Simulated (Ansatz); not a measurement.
# ClH₂O₂SSi radical: how energies converge with the basis set

The task here is to estimate one member of a computed series from the others.

Computed with Ansatz 0.2.0, Gaussian basis. Level: one geometry, several basis sets.

Levels to be run: PBE0-D4/def2-SVP; ωB97M-V/def2-SVP; PBE0-D4/def2-QZVPP; ωB97M-V/def2-QZVPP; the functionals' def2-TZVPP values are taken from earlier runs.

## The geometry

The geometry comes from an earlier relaxation with PBE0-D4 in a triple-zeta def2 set; it is a stationary point, not always the lowest conformer.

SMILES `O[Si](O)([S])Cl`, 7 atoms, charge 0, spin multiplicity 2.

Atoms are counted from 1 here; the program's logs count them from 0.

Bond lengths: O1–Si2 1.629 Å, O1–H6 0.959 Å, Si2–O3 1.620 Å, Si2–S4 2.101 Å, Si2–Cl5 2.053 Å, O3–H7 0.960 Å. Angles: Si2–O1–H6 117.9°, O1–Si2–O3 106.1°, O1–Si2–S4 115.6°, O1–Si2–Cl5 110.3°, O3–Si2–S4 111.5°, O3–Si2–Cl5 112.0°, S4–Si2–Cl5 101.6°, Si2–O3–H7 116.8°.

The first run:

Input file in.yaml:

```yaml
crystal:
  periodic: [false, false, false]
  atoms:
    - {symbol: O, position_ang: [-0.721309, 0.390153, 1.089833]}
    - {symbol: Si, position_ang: [0.021316, -0.031702, -0.297270]}
    - {symbol: O, position_ang: [0.987860, -1.278395, 0.072565]}
    - {symbol: S, position_ang: [-1.252394, -0.496236, -1.902141]}
    - {symbol: Cl, position_ang: [1.072794, 1.560331, -1.054022]}
    - {symbol: H, position_ang: [-1.337768, 1.124212, 1.063488]}
    - {symbol: H, position_ang: [1.290700, -1.336363, 0.981747]}
basis:
  gaussian: {orbitals: def2-SVP}
magnetization: {spin_polarized: true, initial_magnetization: 1}
hamiltonian: {xc: pbe0, dispersion: d4}
output: {orbitals: {seedname: orbitals}}
```

Steps of the session up to this table: PBE0-D4 in def2-SVP; ωB97M-V in def2-SVP; PBE0-D4 in def2-QZVPP; ωB97M-V in def2-QZVPP.

One table of the session follows, with a row left open; its other results are not shown here.

It belongs to the step «Density functionals: the series». 

```
functional       basis  HOMO (eV)  LUMO (eV)
   PBE0-D4    def2-SVP      -7.53      -4.65
   PBE0-D4  def2-TZVPP      -7.73      -4.75
   PBE0-D4  def2-QZVPP      -7.77      -4.79
   ωB97M-V    def2-SVP          ?          ?
   ωB97M-V  def2-TZVPP      -9.94      -2.75
   ωB97M-V  def2-QZVPP     -10.00      -2.82
```

**Question.** Estimate the row for ωB97M-V, def2-SVP.

The run gave: HOMO (eV): -9.73; LUMO (eV): -2.55. In the column «HOMO (eV)» it lies between ωB97M-V, def2-TZVPP (-9.94) and PBE0-D4, def2-QZVPP (-7.77).
